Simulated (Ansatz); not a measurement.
**C2Cl4F2: basis-set convergence**

Aim: see how fast density functionals converge with the basis set for C2Cl4F2.

Computed with Ansatz 0.2.0, Gaussian basis. Level: one geometry, several basis sets.

The runs, in order: PBE0-D4/def2-SVP; ωB97M-V/def2-SVP; PBE0-D4/def2-QZVPP; ωB97M-V/def2-QZVPP; the functionals' def2-TZVPP values are taken from earlier runs.

## 1. The geometry

All runs share one geometry, relaxed beforehand with PBE0-D4 in a triple-zeta def2 set.

SMILES `FC(F)(Cl)C(Cl)(Cl)Cl`, 8 atoms, charge 0, spin multiplicity 1.

Atoms are counted from 1 here; the program's logs count them from 0.

Bond lengths: F1–C2 1.330 Å, C2–F3 1.330 Å, C2–Cl4 1.758 Å, C2–C5 1.564 Å, C5–Cl6 1.764 Å, C5–Cl7 1.756 Å, C5–Cl8 1.756 Å. Angles: F1–C2–F3 108.1°, F1–C2–Cl4 109.2°, F1–C2–C5 109.1°, F3–C2–Cl4 109.2°, F3–C2–C5 109.1°, Cl4–C2–C5 112.1°, C2–C5–Cl6 107.6°, C2–C5–Cl7 109.4°, C2–C5–Cl8 109.4°, Cl6–C5–Cl7 109.9°, Cl6–C5–Cl8 109.9°, Cl7–C5–Cl8 110.7°.

## 2. PBE0-D4 in def2-SVP

The input, in.yaml:

```yaml
crystal:
  periodic: [false, false, false]
  atoms:
    - {symbol: F, position_ang: [1.729028, -0.364995, 0.187291]}
    - {symbol: C, position_ang: [0.624477, -0.082752, -0.498440]}
    - {symbol: F, position_ang: [0.833021, 1.046796, -1.169671]}
    - {symbol: Cl, position_ang: [0.305498, -1.381429, -1.638968]}
    - {symbol: C, position_ang: [-0.559346, 0.127457, 0.501945]}
    - {symbol: Cl, position_ang: [-0.114553, 1.448438, 1.582603]}
    - {symbol: Cl, position_ang: [-2.010304, 0.550583, -0.392939]}
    - {symbol: Cl, position_ang: [-0.807821, -1.344108, 1.428168]}
basis:
  gaussian: {orbitals: def2-SVP}
hamiltonian: {xc: pbe0, dispersion: d4}
output: {orbitals: {seedname: orbitals}}
```

On the command line:

```console
ansatz run in.yaml --threads 2 --pin off --events-out ev --progress --plain --max-ram 32768MiB --backend cpu
```

After this run come: ωB97M-V in def2-SVP; PBE0-D4 in def2-QZVPP; ωB97M-V in def2-QZVPP.

**Question.** What will the summary of the whole plan be? Wanted: PBE0-D4: double and triple zeta above quadruple; ωB97M-V: double and triple zeta above quadruple.

**Answer**, as computed:

```
                                       quantity           value
PBE0-D4: double and triple zeta above quadruple  28.07, 1.83 eV
ωB97M-V: double and triple zeta above quadruple  27.91, 1.73 eV
```

In words: PBE0-D4 gains 26.24 eV from double to triple zeta, then 1.83 eV more. Total energies overstate the basis error of differences, where much of it tends to cancel. The LUMO of ωB97M-V is positive and keeps falling with the basis (2.07 to 0.99 eV): an unbound level that the basis holds in place.
